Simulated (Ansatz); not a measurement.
Run this with the Ansatz DFT code, driven from Python and show what comes out.

`ch5bte.py`
```python
# -*- coding: utf-8 -*-
'''Bending curve of CH5BTe.'''

import logging
import sys
import warnings

import ansatz as az
from ase import Atoms

logging.basicConfig(stream=sys.stdout, format='%(levelname)s %(message)s')
log = logging.getLogger('ch5bte')
log.setLevel(logging.INFO)


def main():
    warnings.simplefilter('ignore', az.DeckWarning)

    atoms = Atoms(['C', 'B', 'Te', 'H', 'H', 'H', 'H', 'H'], positions=[
        (-0.1741, 0.7813, -0.6526),
        (0.0528, 0.0744, 0.7043),
        (-0.6161, -2.0222, 0.9524),
        (-1.2412, 0.8669, -0.857),
        (0.1726, 1.8551, -0.6279),
        (0.2804, 0.2998, -1.4925),
        (0.6398, 0.6378, 1.5889),
        (0.978, -2.5503, 0.3286),
    ])

    # relax first, so that the scan starts from a minimum
    first = (
        az.Crystal.molecule_from_ase(atoms).calculation()
        .basis(gaussian='def2-SVP')
        .functional('pbe0')
        .relax(force_tolerance=0.02, max_steps=80)
    )
    atoms.positions = first.run(threads=1).report['positions_ang']

    rows = []
    for angle in [85, 95, 105, 115, 125, 140, 160]:
        bent = atoms.copy()
        bent.set_angle(1, 2, 7, angle, indices=[7])
        base = az.Crystal.molecule_from_ase(bent).calculation().basis(gaussian='def2-SVP').functional('pbe0')
        rows.append((angle, base.run(threads=1).report['free_energy_ev']))
    floor = min(e for _, e in rows)
    for angle, e in rows:
        log.info(f'angle B1-Te2-H7 = {angle:3d} deg   {1000 * (e - floor):9.1f} meV')


if __name__ == '__main__':
    main()
```

Output of `python ch5bte.py`:
```text
INFO angle B1-Te2-H7 =  85 deg        75.9 meV
INFO angle B1-Te2-H7 =  95 deg         0.0 meV
INFO angle B1-Te2-H7 = 105 deg        47.4 meV
INFO angle B1-Te2-H7 = 115 deg       207.0 meV
INFO angle B1-Te2-H7 = 125 deg       467.1 meV
INFO angle B1-Te2-H7 = 140 deg      1014.2 meV
INFO angle B1-Te2-H7 = 160 deg      1897.0 meV
```

What to keep in mind:
- The scan is rigid, and the energies are electronic, in a modest basis. The zero is the lowest point of the grid, which needn't be the minimum.
- def2 sets replace the cores of elements past krypton by effective core potentials.
- Timing: 79 s on 1 thread of Intel(R) Xeon(R) Platinum 8375C CPU @ 2.90GHz (Ice Lake), on a shared host, peak memory 0.24 GiB.

(A comment or docstring line of the script was reworded after the run, the code is as it ran; lines on the test bed's own set-up are left out of the output.)
